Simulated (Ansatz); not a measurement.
# GdRu2: the cost of one run

Method: DFT PBEsol, scalar-relativistic, plane waves, PAW, in Ansatz 0.2.0.

1 further run of the same task is left out (set aside as unsound or not needed). Runs told in other sessions of the task aren't counted.

## (1) The structure to begin with

The cell holds 24 atoms (Gd8Ru15Sc): a = 7.469 Å, b = 7.469 Å, c = 7.469 Å, α = 90.00°, β = 90.00°, γ = 90.00°.

The coordinates of this cell stand in the input of its own run.

The host was relaxed before at PBEsol: a = 5.282 Å, b = 5.282 Å, c = 12.936 Å, α = 90.00°, β = 90.00°, γ = 120.00° (conventional cell), 17.363 Å³/atom.

Places, in fractions of the supercell: Sc in place of Ru at (0.998, 0.998, 0.998). Its neighbours start displaced at random, with a spread of 0.03 Å in each coordinate.

## (2) The perfect crystal in the supercell of 24 atoms

File input.yaml:

```yaml
crystal:
  lattice:
    - [-5.2817942103, -3.0494453091, 4.3120928405]
    - [5.2817942103, -3.0494453091, 4.3120928405]
    - [0.0, 6.0988906183, 4.3120928405]
  atoms:
    - { symbol: Gd, position: [0.3756514976, 0.3756514976, 0.3756514976], spin: 7.69 }
    - { symbol: Gd, position: [0.8756514976, 0.8756514976, 0.3756514976], spin: 7.69 }
    - { symbol: Gd, position: [0.8756514976, 0.3756514976, 0.8756514976], spin: 7.69 }
    - { symbol: Gd, position: [0.3756514976, 0.8756514976, 0.8756514976], spin: 7.69 }
    - { symbol: Gd, position: [0.6256366875, 0.6256366875, 0.6256366875], spin: 7.69 }
    - { symbol: Gd, position: [0.1256366875, 0.1256366875, 0.6256366875], spin: 7.69 }
    - { symbol: Gd, position: [0.1256366875, 0.6256366875, 0.1256366875], spin: 7.69 }
    - { symbol: Gd, position: [0.6256366875, 0.1256366875, 0.1256366875], spin: 7.69 }
    - { symbol: Ru, position: [0.9981628152, 0.9981628152, 0.9981628152], spin: -0.21 }
    - { symbol: Ru, position: [0.4981628152, 0.4981628152, 0.9981628152], spin: -0.21 }
    - { symbol: Ru, position: [0.4981628152, 0.9981628152, 0.4981628152], spin: -0.21 }
    - { symbol: Ru, position: [0.9981628152, 0.4981628152, 0.4981628152], spin: -0.21 }
    - { symbol: Ru, position: [0.2497165926, 0.2497165926, 0.0012720444], spin: -0.21 }
    - { symbol: Ru, position: [0.7497165926, 0.7497165926, 0.0012720444], spin: -0.21 }
    - { symbol: Ru, position: [0.7497165926, 0.2497165926, 0.5012720444], spin: -0.21 }
    - { symbol: Ru, position: [0.2497165926, 0.7497165926, 0.5012720444], spin: -0.21 }
    - { symbol: Ru, position: [0.0012720444, 0.2497165926, 0.2497165926], spin: -0.21 }
    - { symbol: Ru, position: [0.5012720444, 0.7497165926, 0.2497165926], spin: -0.21 }
    - { symbol: Ru, position: [0.5012720444, 0.2497165926, 0.7497165926], spin: -0.21 }
    - { symbol: Ru, position: [0.0012720444, 0.7497165926, 0.7497165926], spin: -0.21 }
    - { symbol: Ru, position: [0.2497165926, 0.0012720444, 0.2497165926], spin: -0.21 }
    - { symbol: Ru, position: [0.7497165926, 0.5012720444, 0.2497165926], spin: -0.21 }
    - { symbol: Ru, position: [0.7497165926, 0.0012720444, 0.7497165926], spin: -0.21 }
    - { symbol: Ru, position: [0.2497165926, 0.5012720444, 0.7497165926], spin: -0.21 }
basis:
  ecutwfc: 420
  xc_grid: 2
kpoints:
  mp_grid: { grid: [3, 3, 3], shift: [0.0, 0.0, 0.0] }
hamiltonian:
  xc: pbesol
scf:
  occupations: { method: gaussian, width: 0.05 }
  lower_state_search: "off"
output:
  forces: true
  stress: true
  eigenvalues: true
  populations: true
  write_density: true
  write_potential: true
  elf: true
  volumetric_format: npy
magnetization:
  spin_polarized: true
```

Started as:

```bash
$ ansatz run input.yaml --threads 8 --pin off --max-ram 14336MiB --backend cpu --events-out ev --progress --plain --runs-dir out
```

Q: Estimate wall time and peak memory on 8 threads of Arm Neoverse V2, shared host.

About 59 s, with a peak of 4.5 GiB.
